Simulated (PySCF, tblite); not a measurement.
# C₃F₅O₂ radical: geometry, infrared bands and EPR parameters

What infrared bands and EPR parameters should C₃F₅O₂ radical (`[O]C(=O)C(F)(F)C(F)(F)F`) show?

Computed with tblite 0.8.0 and PySCF 2.14.0, with density-fitted response routines of our own, on a single molecule in the gas phase. Atoms count from 0, in the outputs and in this text.

## Step 1: Starting geometry

10 atoms, charge 0, multiplicity 2; geometry from: force field or distance geometry start.

Bonds of the start (Å): O0–C1 1.40, C1–O2 1.28, C1–C3 1.49, C3–F4 1.36, C3–F5 1.35, C3–C6 1.51, C6–F7 1.39, C6–F8 1.37, C6–F9 1.40.

## Step 2: Geometry optimisation with GFN2-xTB

Job settings and geometry (Å):

```
{"job": {"kind": "relax", "xc": "GFN2-xTB", "basis": "xTB"}, "charge": 0, "multiplicity": 2}
O      1.547300    -1.453600    -0.532200
C      1.327300    -0.219200     0.082200
O      2.152800     0.251000     0.937300
C      0.127900     0.612200    -0.210300
F      0.102400     0.824700    -1.555300
F      0.172400     1.830000     0.381600
C     -1.078000    -0.211100     0.160600
F     -1.019700    -1.356000    -0.624200
F     -2.264400     0.392900    -0.145400
F     -1.059100    -0.666200     1.483100
```

Command:

```
> OMP_NUM_THREADS=1 python probes_run.py task.json out
```

The driver reads the jobs from task.json and runs them one after another.

**Question.** This job is followed by: GFN2-xTB harmonic vibrations, gas phase; UKS B3LYP, pcH-1 on C F O, non-relativistic, mean-field spin-orbit, GIAO. What will the session give for the following? strongest single infrared mode (GFN2-xTB); zero-point energy (GFN2-xTB); g(iso) (B3LYP); ⟨S²⟩; largest a(iso); potential on the surface of density 0.002 e/bohr³, 1st and 99th percentile.

The runs gave:

| quantity | value |
| --- | --- |
| strongest single infrared mode (GFN2-xTB) | 2592 cm⁻¹, 1109 km/mol |
| zero-point energy (GFN2-xTB) | 21.5 kcal/mol |
| g(iso) (B3LYP) | 2.00377 |
| ⟨S²⟩ | 0.752 (exact 0.75) |
| largest a(iso) | 13C on C3, 379.9 MHz |
| potential on the surface of density 0.002 e/bohr³, 1st and 99th percentile | -0.55 V and 1.76 V |

In words: Relaxing lowered the energy by 2.943 eV in 186 steps; the close pair that moved most is C1–C3, from 1.488 to 3.855 Å. The frame itself reshapes: C1···C3 goes from 1.49 to 3.85 Å. All 24 modes are real, so the xTB geometry is a minimum. The strongest single mode, at 2592 cm⁻¹, moves mainly C1. GFN2-xTB is a fitted tight-binding method: band positions and strengths are rough. Its intensities can rank the bands wrongly. The structure rearranged or came apart on optimisation; the results belong to the end geometry, not to the formula as drawn. C3 carries the largest spin population, 0.84 e. The isotropic g lies 1.5 ppt above the free-electron value.
